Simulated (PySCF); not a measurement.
**Br2: a composite coupled-cluster curve**

One table from this session's results is given with a row withheld; the runs are named, their logs left out.

Method: CCSD(T) on RHF, scalar-relativistic core potentials; program: PySCF 2.14.0.

2 further runs of the same task are left out: 2 set aside as unsound or not needed.

The first run:

```yaml
molecule: Br2
state: singlet, unpaired electrons none
smaller_basis: Br cc-pVTZ-PP with ECP10
larger_basis: Br cc-pVQZ-PP with ECP10
frozen_core_orbitals: 18
extrapolation: correlation as n⁻³ (n = 3, 4), Hartree–Fock as (n+1)·exp(−9√n)
corrections: none
distances_Å: 2.0172, 2.1089, 2.2005, 2.2922, 2.3839, 2.4985, 2.6131
masses_u: 78.9183, 78.9183
dissociation_limit: Br + Br
```

Started as:

```console
$ OMP_NUM_THREADS=4 python comp.py task.json out
```

One table of the session follows, with a row left open; its other results are not shown here.

Parts of the energy along the bond, in eV from Br + Br:

```
 R (Å)  HF/CBS  CCSD corr.      (T)
2.0172   0.185      -1.369  -0.1560
2.1089  -0.362      -1.370  -0.1636
2.2005       ?           ?        ?
2.2922  -0.655      -1.395  -0.1841
2.3839  -0.556      -1.419  -0.1975
2.4985  -0.304      -1.461  -0.2179
2.6131   0.033      -1.516  -0.2431
```

Q: Estimate the row for R (Å) = 2.2005 from the others.

Worked estimate for «HF/CBS». A straight line through the neighbours (2.1089, -0.362) and (2.2922, -0.655) gives -0.362 + (-0.655 + 0.362) × (2.2005 − 2.1089) / (2.2922 − 2.1089) = -0.508; a parabola fitted to 4 rows on both sides gives -0.616.

The run gave: HF/CBS: -0.612; CCSD corr.: -1.378; (T): -0.1729. In «HF/CBS» the line misses by +0.104 and the parabola by -0.004.

Limits of these values: Spin–orbit coupling, core–valence correlation and excitations beyond (T) are left out.
